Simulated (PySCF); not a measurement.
# TiOF2 (SMILES [O]=[Ti]([F])[F]) at 6 levels

Aim: a comparison of 6 runs (HF/3-21G, B3LYP/cc-pVDZ, BHLYP/cc-pVDZ, TPSS/cc-pVDZ, revPBE/cc-pVDZ, wB97M-V/cc-pVDZ) of TiOF2. 

Program for the calculation: PySCF 2.14.0.

3 further runs of the same task are left out: 3 set aside as unsound or not needed.

## 1. The structure to begin with

The species is TiOF2 (4 atoms), meant as a singlet with charge 0. As SMILES, `[O]=[Ti]([F])[F]`. The shape comes from GFN2-xTB, which is rough for such elements, and wasn't checked as a minimum.

Bond lengths: O1–Ti2 1.596 Å, Ti2–F3 1.722 Å, Ti2–F4 1.721 Å. Angles: O1–Ti2–F3 111.7°, O1–Ti2–F4 111.8°, F3–Ti2–F4 113.6°.

## 2. A single-point energy at HF/3-21G (run 1)

start.xyz reads:

```xyz
4
F2OTi
O      0.126060     0.507440     1.465250
Ti    -0.303530    -0.166110     0.083020
F      0.833410    -1.354510    -0.428040
F     -0.655940     1.013190    -1.120230
```

input.py reads:

```python
from pyscf import gto

molecule = gto.Mole()
molecule.atom = 'start.xyz'
molecule.verbose = 4
molecule.max_memory = 1860
molecule.basis = '3-21g'
molecule.build()

mf = molecule.RHF()
mf.conv_tol = 1e-10
mf.kernel()
if not mf.converged:
    mf = mf.newton().run(mf.mo_coeff, mf.mo_occ)

energy = mf.e_tot
print('E = %.10f Eh' % energy)
```

The run is started by

```bash
OMP_NUM_THREADS=1 python input.py
```

The log of the run:

```text
PySCF version 2.14.0

[... 68 lines left out ...]
converged SCF energy = -1116.66116846779
E = -1116.6611684678 Eh
```

It took 1 s on 1 thread of Intel Xeon at 2.70GHz, shared host; peak memory 0.12 GiB.

## 3. A single-point energy at B3LYP/cc-pVDZ (run 2)

job.py reads:

```python
from pyscf import gto, dft

molecule = gto.Mole()
molecule.atom = '''
O      0.238219     0.958923     2.768921
Ti    -0.573589    -0.313902     0.156885
F      1.574917    -2.559653    -0.808878
F     -1.239547     1.914652    -2.116928
'''
molecule.verbose = 4
molecule.spin = 0
molecule.unit = 'bohr'
molecule.basis = 'cc-pvdz'
molecule.max_memory = 1860
molecule.build()

mf = dft.RKS(molecule, xc='b3lyp')
mf.grids.level = 5
mf.conv_tol = 1e-10
mf.kernel()
if not mf.converged:
    mf = mf.newton().run(mf.mo_coeff, mf.mo_occ)

etot = mf.e_tot
print('Final energy', etot)
```

The run is started by

```bash
OMP_NUM_THREADS=1 python job.py
```

The log of the run:

```text
PySCF version 2.14.0

[... 78 lines left out ...]
converged SCF energy = -1124.60315719893
Final energy -1124.6031571989295
```

Run time: 20 s. Hardware: 1 thread of Intel Xeon at 2.70GHz, shared host; peak memory 0.43 GiB.

Runs 3 to 5 aren't shown in full; the table further down has their settings and results.

## 4. A single-point energy at wB97M-V/cc-pVDZ (run 6)

job.py reads:

```python
from pyscf import gto, dft

mol = gto.Mole()
mol.atom = '''
O      0.238219     0.958923     2.768921
Ti    -0.573589    -0.313902     0.156885
F      1.574917    -2.559653    -0.808878
F     -1.239547     1.914652    -2.116928
'''
mol.max_memory = 1860
mol.spin = 0
mol.verbose = 3
mol.basis = 'cc-pvdz'
mol.unit = 'bohr'
mol.build()

calc0 = dft.RKS(mol)
calc0.xc = 'wb97m-v'
calc0.nlcgrids.level = 1
calc0.conv_tol = 1e-10
calc0.grids.level = 5
calc0.kernel()
if not calc0.converged:
    calc0 = calc0.newton().run(calc0.mo_coeff, calc0.mo_occ)

etot = calc0.e_tot
print('E(%s) = %.9f' % ('WB97M-V', etot))
```

The run is started by

```bash
OMP_NUM_THREADS=1 python job.py
```

The log of the run:

```text
converged SCF energy = -1124.45860657027
E(WB97M-V) = -1124.458606570
```

It took 1.7 min on 1 thread of Intel Xeon at 2.70GHz, shared host; peak memory 0.47 GiB.

## 5. All runs side by side

```tsv
run	level	integration grid	nlc grid	energy (Eh)	dipole moment (D)	HOMO energy (eV)	LUMO energy (eV)	wall time
1	HF/3-21G	–	–	-1116.661168	4.77	-12.98	-0.27	1 s
2	B3LYP/cc-pVDZ	5	–	-1124.603157	3.95	-9.11	-3.64	20 s
3	BHLYP/cc-pVDZ	5	–	-1124.418467	4.25	-11.06	-2.70	20 s
4	TPSS/cc-pVDZ	5	–	-1124.668240	3.85	-7.73	-3.92	26 s
5	revPBE/cc-pVDZ	5	–	-1124.420388	3.78	-7.58	-3.97	18 s
6	wB97M-V/cc-pVDZ	5	1	-1124.458607	4.05	-11.86	-1.64	1.7 min
```

## 6. What came out

```
            quantity           value
 run 6: total energy  -1124.45861 Eh
run 6: dipole moment          4.05 D
  run 6: HOMO energy       -11.86 eV
  run 6: LUMO energy        -1.64 eV
run 6: HOMO–LUMO gap        10.22 eV
```

In words: The dipole moment (its size) runs from 3.78 D (revPBE/cc-pVDZ) to 4.77 D (HF/3-21G). The two ends differ in method and basis. The HOMO–LUMO gap runs from 3.62 eV (revPBE/cc-pVDZ) to 12.71 eV (HF/3-21G). Totals of different functionals can't be ranked against each other. All runs together took 3.1 min, the longest 1.7 min.
